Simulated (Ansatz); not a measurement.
# AlClLiO radical: functionals against CCSD(T) at one geometry

A test off equilibrium: a structure displaced at random from a GFN2-xTB minimum is computed at several levels, and each is set against CCSD(T).

Method: single points in def2-TZVPP; program: Ansatz 0.2.0, Gaussian basis.

Correlated methods freeze the cores. The outer core shell of Li, Na, Mg and K is correlated. Orbitals are unrestricted.

## (1) The starting structure

SMILES `[Li][O][Al][Cl]`, 4 atoms, charge 0, spin multiplicity 2.

Atoms are counted from 1 here; the program's logs count them from 0.

Bond lengths: Li1–O2 1.768 Å, O2–Al3 1.651 Å, Al3–Cl4 2.158 Å. Angles: Li1–O2–Al3 169.7°, O2–Al3–Cl4 139.7°.

As a file:

```xyz
4
AlClLiO
Li   -0.2056   -1.1312    2.3405
O     0.2954   -0.1994    0.9242
Al    0.4859    0.6296   -0.4911
Cl   -0.2794    0.6391   -2.5093
```

## (2) CCSD(T)/def2-TZVPP

File run/in.yaml:

```yaml
crystal:
  periodic: [false, false, false]
  atoms:
    - {symbol: Li, position_ang: [-0.205600, -1.131200, 2.340500]}
    - {symbol: O, position_ang: [0.295400, -0.199400, 0.924200]}
    - {symbol: Al, position_ang: [0.485900, 0.629600, -0.491100]}
    - {symbol: Cl, position_ang: [-0.279400, 0.639100, -2.509300]}
basis:
  gaussian: {orbitals: def2-TZVPP}
magnetization: {spin_polarized: true, initial_magnetization: 1}
correlation: {method: ccsd_t}
scf: {omitted_lower_state_checks: [cluster_reference]}
output: {forces: true}
```

No record of the launch command was kept for these runs.

## (3) PBE0-D4/def2-TZVPP

Edit run/in.yaml of step 2 so:

```diff
@@ -10,4 +10,3 @@
 magnetization: {spin_polarized: true, initial_magnetization: 1}
-correlation: {method: ccsd_t}
-scf: {omitted_lower_state_checks: [cluster_reference]}
-output: {forces: true}
+hamiltonian: {xc: pbe0, dispersion: d4}
+output: {forces: true, orbitals: {seedname: orbitals}}
```

## (4) wB97M-V/def2-TZVPP

Edit run/in.yaml of step 3 so:

```diff
@@ -10,3 +10,3 @@
 magnetization: {spin_polarized: true, initial_magnetization: 1}
-hamiltonian: {xc: pbe0, dispersion: d4}
-output: {forces: true, orbitals: {seedname: orbitals}}
+hamiltonian: {xc: {name: wB97M-V}}
+output: {forces: true}
```

## (5) r2SCAN-D4/def2-TZVPP

Edit run/in.yaml of step 4 so:

```diff
@@ -10,3 +10,3 @@
 magnetization: {spin_polarized: true, initial_magnetization: 1}
-hamiltonian: {xc: {name: wB97M-V}}
+hamiltonian: {xc: r2scan, dispersion: d4}
 output: {forces: true}
```

## (6) PBE-D4/def2-TZVPP

Edit run/in.yaml of step 5 so:

```diff
@@ -10,3 +10,3 @@
 magnetization: {spin_polarized: true, initial_magnetization: 1}
-hamiltonian: {xc: r2scan, dispersion: d4}
+hamiltonian: {xc: pbe, dispersion: d4}
 output: {forces: true}
```

## (7) SPW92/def2-TZVPP

Edit run/in.yaml of step 6 so:

```diff
@@ -10,3 +10,3 @@
 magnetization: {spin_polarized: true, initial_magnetization: 1}
-hamiltonian: {xc: pbe, dispersion: d4}
+hamiltonian: {xc: lda}
 output: {forces: true}
```

## (8) BLYP-D4/def2-TZVPP

Edit run/in.yaml of step 7 so:

```diff
@@ -10,3 +10,3 @@
 magnetization: {spin_polarized: true, initial_magnetization: 1}
-hamiltonian: {xc: lda}
+hamiltonian: {xc: {name: BLYP}, dispersion: d4}
 output: {forces: true}
```

(Steps that only read results are left out.)

**Question.** What will these runs give? Wanted: energy less free atoms, CCSD(T)/def2-TZVPP; RMS force component; RMS force error; HOMO and LUMO, PBE0-D4; T1 diagnostic.

The runs gave:

```
                                  quantity                                                                                         value
energy less free atoms, CCSD(T)/def2-TZVPP                                                                                -1185.8 kJ/mol
                       RMS force component                                                          0.570 to 0.688 eV/Å over the methods
                           RMS force error  PBE0-D4 0.079, wB97M-V 0.067, r2SCAN-D4 0.038, PBE-D4 0.134, SPW92 0.113, BLYP-D4 0.180 eV/Å
                    HOMO and LUMO, PBE0-D4                                                                            -4.37 and -1.53 eV
                             T1 diagnostic                                                                                         0.018
```

In words: Against CCSD(T) the functionals' energies less atoms differ by -230.4 to -22.7 kJ/mol, PBE-D4 by -71.2 kJ/mol. The reference is not at the basis limit: in triple zeta CCSD(T) underbinds, which counts against methods that bind more; the gaps are no ranking. The forces of r2SCAN-D4 come nearest to CCSD(T), those of BLYP-D4 are farthest. Frozen-core CCSD(T) forces in triple zeta carry basis errors of their own, and this is one geometry, so small gaps rank nothing.
